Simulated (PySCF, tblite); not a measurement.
# C6H5ClF2: geometry, infrared bands and NMR shifts

Wanted: the infrared bands and NMR shifts of C6H5ClF2 (`FC(F)(Cl)C1=CC=CC1`), by calculation.

The runs use tblite 0.8.0 and PySCF 2.14.0, with density-fitted response routines of our own; the level of theory stands in each step. All values are computed, except where a source is named. Atoms are numbered from 0 throughout.

**1. The molecule as given**

14 atoms, charge 0, multiplicity 1; geometry from: force field or distance geometry start.

Bonds of the start (Å): F0–C1 1.38, C1–F2 1.40, C1–Cl3 1.78, C1–C4 1.50, C4–C5 1.32, C5–C6 1.47, C6–C7 1.33, C7–C8 1.48, C8–C4 1.49, C5–H9 1.09, C6–H10 1.09, C7–H11 1.08, C8–H12 1.11, C8–H13 1.11.

**2. Geometry optimisation with GFN2-xTB**

The job: settings as JSON, then the geometry in Å.

```
{"job": {"kind": "relax", "xc": "GFN2-xTB", "basis": "xTB"}, "charge": 0, "multiplicity": 1}
F     -2.215100     0.861400     1.418800
C     -1.801300    -0.259000     0.736800
F     -1.855300    -1.342000     1.620000
Cl    -2.811800    -0.610000    -0.682000
C     -0.397300    -0.092400     0.225100
C      0.591900    -0.890300     0.583100
C      1.811100    -0.453700    -0.104600
C      1.518400     0.595900    -0.858800
C      0.080500     0.935300    -0.742300
H      0.559400    -1.732700     1.278300
H      2.767600    -0.951900     0.028200
H      2.207400     1.129000    -1.492100
H     -0.466000     0.845500    -1.698600
H      0.009800     1.964400    -0.333900
```

Launch:

```sh
OMP_NUM_THREADS=1 python probes_run.py task.json out
```

This one command runs all jobs of the session in turn.

**Question.** This job is followed by: GFN2-xTB harmonic vibrations, gas phase; GIAO PBE0/pcSseg-1 NMR shielding, non-relativistic, gas phase. What will the session give for the following? strongest single infrared mode (GFN2-xTB); zero-point energy (GFN2-xTB); ¹³C shifts against TMS (PBE0/pcSseg-1); ¹H shifts against TMS (PBE0/pcSseg-1, means over atoms taken as alike); ¹⁹F shifts against CFCl3 (PBE0/pcSseg-1, means over atoms taken as alike); ³⁵Cl shifts against HCl (PBE0/pcSseg-1); surface potential, 1st and 99th percentile.

**Answer**, as computed:

```
                                                                 quantity                                        value
                                strongest single infrared mode (GFN2-xTB)                         721 cm⁻¹, 111 km/mol
                                             zero-point energy (GFN2-xTB)                                58.1 kcal/mol
                                   ¹³C shifts against TMS (PBE0/pcSseg-1)  150.4, 147.1, 141.1, 138.6, 138.6, 44.7 ppm
   ¹H shifts against TMS (PBE0/pcSseg-1, means over atoms taken as alike)                   7.09, 6.98, 6.75, 3.37 ppm
¹⁹F shifts against CFCl3 (PBE0/pcSseg-1, means over atoms taken as alike)                                    -61.4 ppm
                                  ³⁵Cl shifts against HCl (PBE0/pcSseg-1)                                      424 ppm
                                    surface potential, 1st and 99th percentile                           -0.67 V and 1.12 V
```

**Reading.** Relaxing lowered the energy by 0.242 eV in 68 steps; the close pair that moved most is C1–F2, from 1.399 to 1.343 Å. No mode is imaginary among the 36: a minimum at this level. The strongest single mode, at 721 cm⁻¹, is spread over many atoms; the largest shares are those of H11, C1. Unscaled tight-binding wavenumbers are off by several per cent, some by more. Its intensities can rank the bands wrongly. At PBE0/pcSseg-1: The widest tensor belongs to Cl3: span 777 ppm, with a paramagnetic part of -619 ppm. At PBE0/pcSseg-1, counted by nearest atom on the grid, the HOMO lies on C4, C7 about 27 % each; C6 15 %, the LUMO on C4, C5, C7 about 18 % each; C6 8 %.
